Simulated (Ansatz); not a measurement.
# SiAsH (triplet): the correlation ladder at a displaced geometry (v1), cc-pVDZ

The task here is to estimate one member of a computed series from the others.

Method: cc-pVDZ, core rule «outside noble gas», up to 19 orbitals frozen; program: Ansatz 0.2.0, Gaussian basis.

The runs, in order: UHF; CCSD(T) on ROHF; CCSD(T) on UHF; BCCD(T) on ROHF; CISD as a restricted active space (open shells left free, so some higher excitations enter); CCSDT(Q) on ROHF; CCSDT(Q) on UHF; CASSCF and MRCISD+Q, 10 electrons in 9 orbitals; CASSCF and NEVPT2, 10 electrons in 9 orbitals.

26 further runs of the same task are left out: 12 that didn't finish, 14 set aside as unsound or not needed. Runs told in other sessions of the task aren't counted.

### What is computed

The geometry is a PBE0/def2-TZVP stationary point (not a proven minimum) with its atoms shifted at random (size 0.040 Å). No spin-orbit coupling is included. The filled d shell of As may be among the frozen orbitals whatever the setting's name suggests.

3 atoms, charge 0, spin multiplicity 3.

Atoms are counted from 1 here; the program's logs count them from 0.

Bond lengths: Si1–As2 2.388 Å, As2–H3 1.600 Å. Angles: Si1–As2–H3 97.7°.

The first run:

The input, in.yaml:

```yaml
crystal:
  periodic: [false, false, false]
  atoms:
    - {symbol: Si, position_ang: [0.000143, 0.039172, 1.744741]}
    - {symbol: As, position_ang: [-0.000690, -0.035430, -0.641857]}
    - {symbol: H, position_ang: [0.047274, 1.542062, -0.905804]}
basis:
  gaussian: {orbitals: cc-pVDZ}
magnetization: {spin_polarized: true, initial_magnetization: 2}
hamiltonian: {xc: hf}
output: {orbitals: {seedname: orbitals}}
```

Command:

```sh
$ ansatz run in.yaml --threads 1 --pin off --events-out ev --progress --plain --max-ram 2393MiB
```

Steps of the session up to this table: UHF; CCSD(T) on ROHF; CCSD(T) on UHF; BCCD(T) on ROHF; CISD as a restricted active space (open shells left free, so some higher excitations enter); CCSDT(Q) on ROHF; CCSDT(Q) on UHF; CASSCF and MRCISD+Q, 10 electrons in 9 orbitals; CASSCF and NEVPT2, 10 electrons in 9 orbitals.

One table of the session follows, with a row left open; its other results are not shown here.

It belongs to the step «Misses and costs». 

| method | from UCCSDT(Q) (meV) |
| --- | --- |
| ROHF | +5421.2 |
| UHF | +5237.6 |
| RMP2 | +1199.6 |
| UMP2 | +1237.3 |
| CISD | +638.0 |
| RCCSD | +223.6 |
| UCCSD | +217.2 |
| RCCSD(T) | +50.1 |
| UCCSD(T) | ? |
| BCCD(T) | +50.3 |
| RCCSDT | +13.0 |
| UCCSDT | +11.0 |
| RCCSDT(Q) | +2.6 |
| UCCSDT(Q) | 0 |
| CASSCF valence | +3914.5 |
| NEVPT2 valence | +945.0 |
| MRCISD valence | +327.9 |
| MRCISD+Q valence | +19.8 |

Estimate the missing values for UCCSD(T).

The run gave: from UCCSDT(Q) (meV): +48.9. In the column «from UCCSDT(Q) (meV)» it lies between MRCISD+Q valence (+19.8) and RCCSD(T) (+50.1).

Caveats from the session: Restricted and unrestricted rows rest on different reference determinants; a gap between their highest levels can come from leftover correlation error, from unlike frozen cores or from another state.
